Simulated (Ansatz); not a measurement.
# Molybdenum hexafluoride (MoF6): vertical ionisation energy

How much energy removes an electron from molybdenum hexafluoride (MoF6) at fixed geometry? The cation is run at each level and the neutral's energy taken from earlier runs.

The runs use Ansatz 0.2.0, Gaussian basis; unrestricted cation, the program's frozen cores in correlated methods.

The runs, in order: UKS PBE-D4/def2-TZVPP; UKS r2SCAN-D4/def2-TZVPP; UKS PBE0-D4/def2-TZVPP; UKS B3LYP-D4/def2-TZVPP; UKS wB97X-V/def2-TZVPP; UKS wB97M-V/def2-TZVPP; UKS B2PLYP/def2-TZVPP; UHF-CCSD(T)/def2-TZVPP; UHF-MP2/def2-QZVPP; extrapolation to the limit; then −ε(HOMO) from the neutral's earlier runs with LDA (SPW92), PBE-D4, revPBE-D4, BLYP-D4, r2SCAN-D4, B97M-V, PBE0-D4, B3LYP-D4, r2SCANh-D4, r2SCAN0-D4, HSE06-D4, BHLYP-D4, CAM-B3LYP-D4, LC-ωPBE, ωB97X-V, ωB97M-V.

**1. The geometry**

All runs share one geometry, relaxed beforehand with PBE0-D4 in a triple-zeta def2 set. Mo takes the def2 core potential; no spin-orbit term is included.

SMILES `[F][Mo]([F])([F])([F])([F])[F]`, 7 atoms, charge 0, spin multiplicity 1.

Atoms are counted from 1 here; the program's logs count them from 0.

Bond lengths: F1–Mo2 1.817 Å, Mo2–F3 1.817 Å, Mo2–F4 1.817 Å, Mo2–F5 1.817 Å, Mo2–F6 1.817 Å, Mo2–F7 1.817 Å. Angles: F1–Mo2–F3 90.0°, F1–Mo2–F4 90.0°, F1–Mo2–F5 180.0°, F1–Mo2–F6 90.0°, F1–Mo2–F7 90.0°, F3–Mo2–F4 90.0°, F3–Mo2–F5 90.0°, F3–Mo2–F6 90.0°, F3–Mo2–F7 180.0°, F4–Mo2–F5 90.0°, F4–Mo2–F6 180.0°, F4–Mo2–F7 90.0°, F5–Mo2–F6 90.0°, F5–Mo2–F7 90.0°, F6–Mo2–F7 90.0°.

Coordinates:

```tsv
atom	x (Å)	y (Å)	z (Å)
F1	0.1533	-1.6099	0.8281
Mo2	0.0000	0.0000	0.0000
F3	-1.3697	0.4403	1.1095
F4	-1.1839	-0.7178	-1.1765
F5	-0.1532	1.6099	-0.8281
F6	1.1838	0.7180	1.1765
F7	1.3697	-0.4404	-1.1095
```

**2. Cation, UKS PBE-D4/def2-TZVPP**

Contents of in.yaml:

```yaml
crystal:
  periodic: [false, false, false]
  atoms:
    - {symbol: F, position_ang: [0.153300, -1.609864, 0.828110]}
    - {symbol: Mo, position_ang: [0.000017, 0.000001, -0.000006]}
    - {symbol: F, position_ang: [-1.369656, 0.440257, 1.109548]}
    - {symbol: F, position_ang: [-1.183884, -0.717816, -1.176468]}
    - {symbol: F, position_ang: [-0.153242, 1.609867, -0.828121]}
    - {symbol: F, position_ang: [1.183809, 0.717974, 1.176459]}
    - {symbol: F, position_ang: [1.369656, -0.440429, -1.109521]}
basis:
  gaussian: {orbitals: def2-TZVPP}
total_charge: 1
magnetization: {spin_polarized: true, initial_magnetization: 1}
hamiltonian: {xc: pbe, dispersion: d4}
```

Started as:

```bash
> ansatz run in.yaml --threads 2 --pin off --events-out ev --progress --plain --max-ram 32768MiB --backend cpu
```

Further steps of the session: Cation, UKS r2SCAN-D4/def2-TZVPP; Cation, UKS PBE0-D4/def2-TZVPP; Cation, UKS B3LYP-D4/def2-TZVPP; Cation, UKS wB97X-V/def2-TZVPP; Cation, UKS wB97M-V/def2-TZVPP; Cation, UKS B2PLYP (frozen core)/def2-TZVPP; Cation, UHF-CCSD(T)/def2-TZVPP; Cation, UHF-MP2/def2-QZVPP.

**Question.** What will the summary of the whole plan be? Wanted: ionisation energy, CCSD(T)/CBS; nearest functional by difference; nearest −ε(HOMO); −ε(HOMO) of PBE; T1 of the cation.

The runs gave:

| quantity | value |
| --- | --- |
| ionisation energy, CCSD(T)/CBS | 15.64 eV |
| nearest functional by difference | ωB97X-V (-0.09 eV) |
| nearest −ε(HOMO) | LC-ωPBE (-0.04 eV) |
| −ε(HOMO) of PBE | 10.62 eV |
| T1 of the cation | 0.043 |

What this shows: By cation minus neutral, the functionals miss by 1.71 eV at most. −ε(HOMO) of PBE misses by 5.0 eV, since self-interaction lifts the level. Among orbital estimates LC-ωPBE comes nearest. Hartree-Fock falls 0.70 eV short, as the neutral has more correlation energy than the cation. The cation's T1 (from the report) is 0.043, near the customary mark of 0.045 for open shells, so the coupled-cluster value is less safe. Correlated methods include outer-core shells of Mo, which these sets cover unevenly. In point group Oh the highest level is often degenerate; the cation then breaks the symmetry, and the runs may pick different components.
